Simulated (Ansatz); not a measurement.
# C₂H₅Ga: small, medium and large basis sets

How large a basis does C₂H₅Ga need? Two functionals are run in growing sets.

The runs use Ansatz 0.2.0, Gaussian basis; one geometry, several basis sets.

Plan: PBE0-D4/def2-SVP; ωB97M-V/def2-SVP; PBE0-D4/def2-QZVPP; ωB97M-V/def2-QZVPP; the functionals' def2-TZVPP values are taken from earlier runs.

## Step 1: The geometry

The geometry comes from an earlier relaxation with PBE0-D4 in a triple-zeta def2 set; it is a stationary point, not always the lowest conformer.

8 atoms, charge 0, spin multiplicity 1.

Atoms are counted from 1 here; the program's logs count them from 0.

Bond lengths: C1–C2 1.560 Å, C1–Ga3 1.940 Å, C1–H4 1.087 Å, C1–H5 1.087 Å, C2–Ga3 1.940 Å, C2–H6 1.087 Å, C2–H7 1.087 Å, Ga3–H8 1.534 Å. Angles: C2–C1–Ga3 66.3°, C2–C1–H4 116.0°, C2–C1–H5 116.1°, Ga3–C1–H4 120.1°, Ga3–C1–H5 120.3°, H4–C1–H5 111.1°, C1–C2–Ga3 66.3°, C1–C2–H6 116.0°, C1–C2–H7 116.1°, Ga3–C2–H6 120.0°, Ga3–C2–H7 120.3°, H6–C2–H7 111.1°, C1–Ga3–C2 47.4°, C1–Ga3–H8 156.3°, C2–Ga3–H8 156.3°.

## Step 2: PBE0-D4 in def2-SVP

File in.yaml:

```yaml
crystal:
  periodic: [false, false, false]
  atoms:
    - {symbol: C, position_ang: [-0.774806, 0.112522, -0.420854]}
    - {symbol: C, position_ang: [0.639056, 0.633221, -0.016639]}
    - {symbol: Ga, position_ang: [0.251242, -1.153751, 0.631705]}
    - {symbol: H, position_ang: [-0.933098, -0.063384, -1.482110]}
    - {symbol: H, position_ang: [-1.620963, 0.634082, 0.019750]}
    - {symbol: H, position_ang: [0.658862, 1.471245, 0.675894]}
    - {symbol: H, position_ang: [1.345375, 0.780986, -0.829905]}
    - {symbol: H, position_ang: [0.526432, -2.472020, 1.366259]}
basis:
  gaussian: {orbitals: def2-SVP}
hamiltonian: {xc: pbe0, dispersion: d4}
output: {orbitals: {seedname: orbitals}}
```

Launch:

```
ansatz run in.yaml --threads 2 --pin off --events-out ev --progress --plain --max-ram 4352MiB
```

Further steps of the session: ωB97M-V in def2-SVP; PBE0-D4 in def2-QZVPP; ωB97M-V in def2-QZVPP.

Q: Predict the results of all the runs planned. Wanted: PBE0-D4: double and triple zeta above quadruple; ωB97M-V: double and triple zeta above quadruple.

**Answer**, as computed:

| quantity | value |
| --- | --- |
| PBE0-D4: double and triple zeta above quadruple | 10.41, 1.30 eV |
| ωB97M-V: double and triple zeta above quadruple | 10.49, 1.27 eV |

What this shows: PBE0-D4 gains 9.11 eV from double to triple zeta, then 1.30 eV more. These are total energies; as a rule much of such shifts cancels in differences, which this series doesn't test.
